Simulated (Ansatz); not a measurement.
# Sb: the cost of one run

Method: DFT PBEsol, scalar-relativistic, plane waves, PAW, in Ansatz 0.2.0.

## Step 1: Starting point

It takes space group Pm-3m (No. 221, cubic). The conventional cell has a = 3.160 Å, b = 3.160 Å, c = 3.160 Å, α = 90.00°, β = 90.00°, γ = 90.00°. Sb (site symmetry m-3m) has 6 Sb at 3.16 Å in its first shell of neighbours.

Coordinates:

```cif
data_structure
_symmetry_space_group_name_H-M 'Pm-3m'
_symmetry_Int_Tables_number 221
_cell_length_a 3.1600
_cell_length_b 3.1600
_cell_length_c 3.1600
_cell_angle_alpha 90.000
_cell_angle_beta 90.000
_cell_angle_gamma 90.000
_cell_volume 31.55
loop_
_atom_site_label
_atom_site_type_symbol
_atom_site_symmetry_multiplicity
_atom_site_Wyckoff_symbol
_atom_site_fract_x
_atom_site_fract_y
_atom_site_fract_z
_atom_site_occupancy
Sb1 Sb 1 a 0.00000 0.00000 0.00000 1
```

No relaxation comes first: the listed cell is the starting point.

## Step 2: Zero of energy

Reference values: F = -6408.0114 eV; pressure -4.90 GPa; largest force 0.000 eV/Å; gap on the mesh none (metal). It was computed beforehand with the settings of the runs below.

## Step 3: The scan: a strain scan

The cell is strained by ε times the Voigt pattern (1, 0, 0, 0, 0, 0) (xx, yy, zz, yz, xz, xy; engineering shear), with fractional coordinates fixed (clamped ions). The stress on the pattern is the sum of the stress components weighted by it, tension positive.

## Step 4: At ε = -0.0200

input.yaml reads:

```yaml
crystal:
  lattice:
    - [3.0968, 0.0, 0.0]
    - [0.0, 3.16, 0.0]
    - [0.0, 0.0, 3.16]
  atoms:
    - { symbol: Sb, position: [0.0, 0.0, 0.0] }
basis:
  ecutwfc: 420
kpoints:
  mp_grid: { grid: [16, 16, 16] }
hamiltonian:
  xc: pbesol
scf:
  occupations: { method: gaussian, width: 0.15 }
output:
  forces: true
  stress: true
  eigenvalues: true
```

The run is started by

```bash
$ ansatz run input.yaml --threads 1 --pin off --max-ram 2560MiB --backend cpu --events-out ev --progress --plain --runs-dir out
```

Q: Estimate wall time and peak memory on 1 thread of Arm Neoverse V1, shared host.

About 7.7 s, with a peak of 0.38 GiB.
